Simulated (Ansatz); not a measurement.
**CH3NSTe: one species, many methods**

An exercise on one series of results from a longer session: the logs are not shown, and one member is left open.

Computed with Ansatz 0.2.0, Gaussian basis. Level: functionals in def2-TZVPP, the program's frozen cores in correlated methods.

Levels to be run: LDA (SPW92), PBE-D4, revPBE-D4, BLYP-D4, r2SCAN-D4, B97M-V, PBE0-D4, B3LYP-D4, r2SCANh-D4, r2SCAN0-D4, HSE06-D4, BHLYP-D4, CAM-B3LYP-D4, LC-ωPBE, ωB97X-V, ωB97M-V, B2PLYP, PBE-QIDH; CCSD(T)/def2-SVP; CCSD(T)/def2-TZVPP; MP2/def2-QZVPP; extrapolation to the limit; RPA on PBE.

## The relaxed structure

An earlier PBE0-D4 in a triple-zeta def2 set relaxation fixed the geometry. Te takes the def2 core potential; no spin-orbit term is included.

SMILES `N=C(S)[TeH]`, 7 atoms, charge 0, spin multiplicity 1.

Atoms are counted from 1 here; the program's logs count them from 0.

Bond lengths: N1–C2 1.257 Å, N1–H5 1.020 Å, C2–S3 1.769 Å, C2–Te4 2.123 Å, S3–H6 1.340 Å, Te4–H7 1.659 Å. Angles: C2–N1–H5 113.6°, N1–C2–S3 124.1°, N1–C2–Te4 115.2°, S3–C2–Te4 120.7°, C2–S3–H6 97.9°, C2–Te4–H7 94.9°.

The first run:

in.yaml reads:

```yaml
crystal:
  periodic: [false, false, false]
  atoms:
    - {symbol: N, position_ang: [1.251293, -1.232800, 0.280707]}
    - {symbol: C, position_ang: [0.368074, -0.361855, 0.074152]}
    - {symbol: S, position_ang: [-0.058405, 0.909306, 1.227695]}
    - {symbol: Te, position_ang: [-0.632493, -0.512330, -1.792067]}
    - {symbol: H, position_ang: [1.748633, -1.109886, 1.162325]}
    - {symbol: H, position_ang: [-0.787593, 1.671503, 0.401322]}
    - {symbol: H, position_ang: [-1.828209, 0.568062, -1.399833]}
basis:
  gaussian: {orbitals: def2-TZVPP}
hamiltonian: {xc: lda}
output: {orbitals: {seedname: orbitals}}
```

Steps of the session up to this table: LDA; PBE-D4 (GGA); revPBE-D4 (GGA); BLYP-D4 (GGA); r2SCAN-D4 (meta-GGA); B97M-V (meta-GGA); PBE0-D4 (hybrid); B3LYP-D4 (hybrid); r2SCANh-D4 (hybrid); r2SCAN0-D4 (hybrid); HSE06-D4 (hybrid); BHLYP-D4 (hybrid); CAM-B3LYP-D4 (range-separated); LC-ωPBE (range-separated); ωB97X-V (range-separated); ωB97M-V (range-separated); B2PLYP (double hybrid); PBE-QIDH (double hybrid).

One of the session's tables, all rows but one given; the rest of the session is left out.

It belongs to the step «Frontier levels by functional». 

```
  functional  HOMO (eV)  LUMO (eV)  gap (eV)
 LDA (SPW92)      -5.77      -2.54      3.23
      PBE-D4      -5.60      -2.33      3.28
   revPBE-D4      -5.55      -2.24      3.31
     BLYP-D4      -5.43      -2.21      3.23
   r2SCAN-D4      -5.86      -2.18      3.68
      B97M-V      -5.83      -2.15      3.68
     PBE0-D4      -6.64      -1.49      5.15
    B3LYP-D4          ?          ?         ?
  r2SCANh-D4      -6.24      -1.87      4.37
  r2SCAN0-D4      -6.81      -1.41      5.40
    HSE06-D4      -6.25      -1.87      4.38
    BHLYP-D4      -7.52      -0.58      6.94
CAM-B3LYP-D4      -7.86      -0.43      7.43
     LC-ωPBE      -9.17       0.71      9.87
     ωB97X-V      -8.84       0.58      9.42
     ωB97M-V      -8.72       0.43      9.16
```

**Question.** Estimate the row for B3LYP-D4.

Worked estimate for «HOMO (eV)». Against the share of exact exchange, BLYP-D4 (0, -5.43), BHLYP-D4 (0.5, -7.52) give a slope of -4.18 per unit share; at 0.2 the line stands at -6.27.

As computed: HOMO (eV): -6.42; LUMO (eV): -1.70; gap (eV): 4.72. In «HOMO (eV)» the line misses by +0.15.
